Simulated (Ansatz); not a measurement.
# TcS2: the cost of one run

Program: Ansatz 0.2.0. Level of theory: DFT LDA+U (U_eff = 4 eV on Tc d), plane waves, PAW. These are calculated values, not measurements.

### Step 1. The structure to begin with

It takes space group C2/m (No. 12, monoclinic). Conventional cell: a = 6.283 Å, b = 3.852 Å, c = 4.430 Å, α = 90.00°, β = 90.04°, γ = 90.00°. Tc (site symmetry 2/m) has 6 S at 2.34 to 2.60 Å in its first shell of neighbours. S (site symmetry m) has 3 Tc at 2.34 to 2.60 Å in its first shell of neighbours.

Cell or atoms stand a little off a more symmetric structure (P-3m1 at a tolerance of 0.3 Å), so results at this geometry aren't those of that ideal crystal.

Coordinates:

```xyz
3
Lattice="3.1417 -1.9259 0.0000 3.1417 1.9259 0.0000 -0.0031 0.0000 4.4305" Properties=species:S:1:pos:R:3 pbc="T T T"
Tc    0.0000    0.0000    0.0000
S     4.3215    0.0000    1.2800
S     1.9588    0.0000    3.1505
```

Magnetic order typed: ferromagnetic.

### Step 2. From atoms, symmetry kept, no search

Contents of input.yaml:

```yaml
crystal:
  lattice:
    - [3.14169654, -1.92592247, 0.0]
    - [3.14169654, 1.92592247, 0.0]
    - [-0.00309304, 0.0, 4.43045093]
  atoms:
    - { symbol: Tc, position: [0.0, 0.0, 0.0], spin: 3.0 }
    - { symbol: S, position: [0.6879, 0.6879, 0.2889] }
    - { symbol: S, position: [0.3121, 0.3121, 0.7111] }
basis:
  ecutwfc: 600
  ecutrho_ratio: 5
kpoints:
  mp_grid: { grid: [6, 6, 4] }
hamiltonian:
  xc: lda
  hubbard: { sites: [{ site: 0, l: d, u_eff: 4.0 }] }
scf:
  occupations: { method: gaussian, width: 0.05 }
  lower_state_search: "off"
  max_iter: 150
output:
  forces: true
  stress: true
  eigenvalues: true
  populations: true
  hubbard: { sites: [{ site: 0, l: d }] }
magnetization:
  spin_polarized: true
```

Run with:

```sh
ansatz run input.yaml --threads 2 --pin off --max-ram 3072MiB --backend cpu --events-out ev --progress --plain --runs-dir out
```

What time and memory should one allow on 2 threads of Arm Neoverse V2, shared host?

About 6 s, with a peak of 0.47 GiB.
